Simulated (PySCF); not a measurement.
**C5H14BPS: NMR shifts**

What NMR shifts should C5H14BPS (`CCCB(P)CSC`) show?

Programs: PySCF 2.14.0, with density-fitted response routines of our own. Each step states its level of theory. These are calculated values for one molecule in the gas phase, unless marked as measured. Atoms count from 0, in the outputs and in this text.

## (1) Starting geometry

22 atoms, charge 0, multiplicity 1; geometry from: GFN2-xTB.

Bonds of the start (Å): C0–C1 1.52, C1–C2 1.53, C2–B3 1.58, B3–P4 1.88, B3–C5 1.59, C5–S6 1.84, S6–C7 1.82, C0–H8 1.09, C0–H9 1.09, C0–H10 1.09, C1–H11 1.09, C1–H12 1.09, C2–H13 1.10, C2–H14 1.10, P4–H15 1.38, P4–H16 1.38, C5–H17 1.09, C5–H18 1.09, C7–H19 1.09, C7–H20 1.09, C7–H21 1.08.

## (2) Shielding tensors: PBE0/pcSseg-1

Job settings and geometry (Å):

```
{"job": {"kind": "nmr", "xc": "PBE0", "basis": "pcSseg-1"}, "charge": 0, "multiplicity": 1}
C     -3.594335     0.787812     0.307238
C     -2.454901    -0.193658     0.066633
C     -1.104981     0.512301    -0.080028
B      0.131247    -0.402859    -0.428922
P     -0.066624    -2.202148    -0.947891
C      1.569637     0.263121    -0.522204
S      2.631430    -0.346278     0.854286
C      4.217009     0.364274     0.325098
H     -3.415569     1.357791     1.216874
H     -3.680427     1.486285    -0.522536
H     -4.539895     0.260953     0.415673
H     -2.404547    -0.888431     0.908323
H     -2.653176    -0.777381    -0.837690
H     -1.195802     1.276538    -0.862420
H     -0.899258     1.078407     0.834914
H      1.100904    -2.708553    -0.414897
H     -0.880234    -2.657037     0.068600
H      2.086588    -0.027876    -1.439229
H      1.562612     1.351922    -0.449258
H      4.126942     1.445858     0.255217
H      4.506768    -0.059829    -0.633249
H      4.946202     0.098174     1.083050
```

Level: GIAO PBE0/pcSseg-1 NMR shielding, non-relativistic, gas phase.

The run is started by

```
OMP_NUM_THREADS=1 python probes_run.py task.json out
```

One launch serves the whole session: the jobs run in the order shown.

What will the session give for the following? ¹³C shifts against TMS (PBE0/pcSseg-1); ¹H shifts against TMS (PBE0/pcSseg-1, means over atoms taken as alike); ¹¹B shifts against BF3·OEt2 (PBE0/pcSseg-1); ³¹P shifts against H3PO4 (PBE0/pcSseg-1); ³³S shifts against CS2 (PBE0/pcSseg-1). Wanted: ¹³C shifts against TMS; ¹H shifts against TMS; ¹¹B shifts against BF3·OEt2; ³¹P shifts against H3PO4; ³³S shifts against CS2.

**Answer**, as computed:

```
                                                              quantity                                   value
                                ¹³C shifts against TMS (PBE0/pcSseg-1)        40.2, 38.1, 26.1, 25.8, 19.7 ppm
¹H shifts against TMS (PBE0/pcSseg-1, means over atoms taken as alike)  2.73, 2.58, 2.21, 1.59, 1.51, 1.10 ppm
                           ¹¹B shifts against BF3·OEt2 (PBE0/pcSseg-1)                                96.9 ppm
                              ³¹P shifts against H3PO4 (PBE0/pcSseg-1)                              -208.4 ppm
                                ³³S shifts against CS2 (PBE0/pcSseg-1)                                 -31 ppm
```

At PBE0/pcSseg-1: Shielding is most anisotropic at S6 (span 379 ppm, paramagnetic term -524 ppm).
